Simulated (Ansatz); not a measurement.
# CH₄NOSb: one species, many methods

An exercise on one series of results from a longer session: the logs are not shown, and one member is left open.

The runs use Ansatz 0.2.0, Gaussian basis; functionals in def2-TZVPP, the program's frozen cores in correlated methods.

Levels to be run: LDA (SPW92), PBE-D4, revPBE-D4, BLYP-D4, r2SCAN-D4, B97M-V, PBE0-D4, B3LYP-D4, r2SCANh-D4, r2SCAN0-D4, HSE06-D4, BHLYP-D4, CAM-B3LYP-D4, LC-ωPBE, ωB97X-V, ωB97M-V, B2PLYP, PBE-QIDH; CCSD(T)/def2-SVP; CCSD(T)/def2-TZVPP; MP2/def2-QZVPP; extrapolation to the limit; RPA on PBE.

**The geometry**

An earlier PBE0-D4 in a triple-zeta def2 set relaxation fixed the geometry. Sb takes the def2 core potential; no spin-orbit term is included.

SMILES `C=[N][SbH][OH]`, 8 atoms, charge 0, spin multiplicity 1.

Atoms are counted from 1 here; the program's logs count them from 0.

Bond lengths: C1–N2 1.259 Å, C1–H5 1.097 Å, C1–H6 1.099 Å, N2–Sb3 2.050 Å, Sb3–O4 1.976 Å, Sb3–H7 1.712 Å, O4–H8 0.960 Å. Angles: N2–C1–H5 119.0°, N2–C1–H6 124.8°, H5–C1–H6 116.2°, C1–N2–Sb3 119.8°, N2–Sb3–O4 98.6°, N2–Sb3–H7 91.0°, O4–Sb3–H7 92.4°, Sb3–O4–H8 111.0°.

Set-up of the first run:

Input file in.yaml:

```yaml
crystal:
  periodic: [false, false, false]
  atoms:
    - {symbol: C, position_ang: [-0.765969, 1.206095, 0.375760]}
    - {symbol: N, position_ang: [0.491589, 1.167785, 0.411294]}
    - {symbol: Sb, position_ang: [1.463977, -0.620985, 0.170198]}
    - {symbol: O, position_ang: [-0.063325, -1.705384, -0.459900]}
    - {symbol: H, position_ang: [-1.273390, 2.167282, 0.525303]}
    - {symbol: H, position_ang: [-1.415181, 0.338904, 0.190705]}
    - {symbol: H, position_ang: [1.914086, -0.196204, -1.426032]}
    - {symbol: H, position_ang: [-0.259586, -2.414593, 0.156973]}
basis:
  gaussian: {orbitals: def2-TZVPP}
hamiltonian: {xc: lda}
output: {orbitals: {seedname: orbitals}}
```

Run with:

```sh
> ansatz run in.yaml --threads 2 --pin off --events-out ev --progress --plain --max-ram 4352MiB
```

Among the steps run: LDA; PBE-D4 (GGA); revPBE-D4 (GGA); BLYP-D4 (GGA); r2SCAN-D4 (meta-GGA); B97M-V (meta-GGA); B3LYP-D4 (hybrid); r2SCANh-D4 (hybrid); r2SCAN0-D4 (hybrid); HSE06-D4 (hybrid); BHLYP-D4 (hybrid); CAM-B3LYP-D4 (range-separated); LC-ωPBE (range-separated); ωB97X-V (range-separated); ωB97M-V (range-separated); B2PLYP (double hybrid); PBE-QIDH (double hybrid).

One of the session's tables, all rows but one given; the rest of the session is left out.

It belongs to the step «Orbital energies across the functionals». 

```
  functional  HOMO (eV)  gap (eV)
 LDA (SPW92)      -5.73      3.79
      PBE-D4      -5.60      3.90
   revPBE-D4      -5.55      3.94
     BLYP-D4      -5.49      3.85
   r2SCAN-D4      -5.85      4.37
      B97M-V      -5.93      4.38
     PBE0-D4      -6.87      5.96
    B3LYP-D4      -6.66      5.49
  r2SCANh-D4      -6.33      5.19
  r2SCAN0-D4      -7.05      6.31
    HSE06-D4      -6.48      5.20
    BHLYP-D4      -8.02      7.86
CAM-B3LYP-D4          ?         ?
     LC-ωPBE      -9.48     10.64
     ωB97X-V      -9.17     10.18
     ωB97M-V      -9.07      9.84
```

Estimate the missing values for CAM-B3LYP-D4.

**Answer.** HOMO (eV): -8.20; gap (eV): 8.18. In the column «HOMO (eV)» it lies between ωB97M-V (-9.07) and BHLYP-D4 (-8.02).
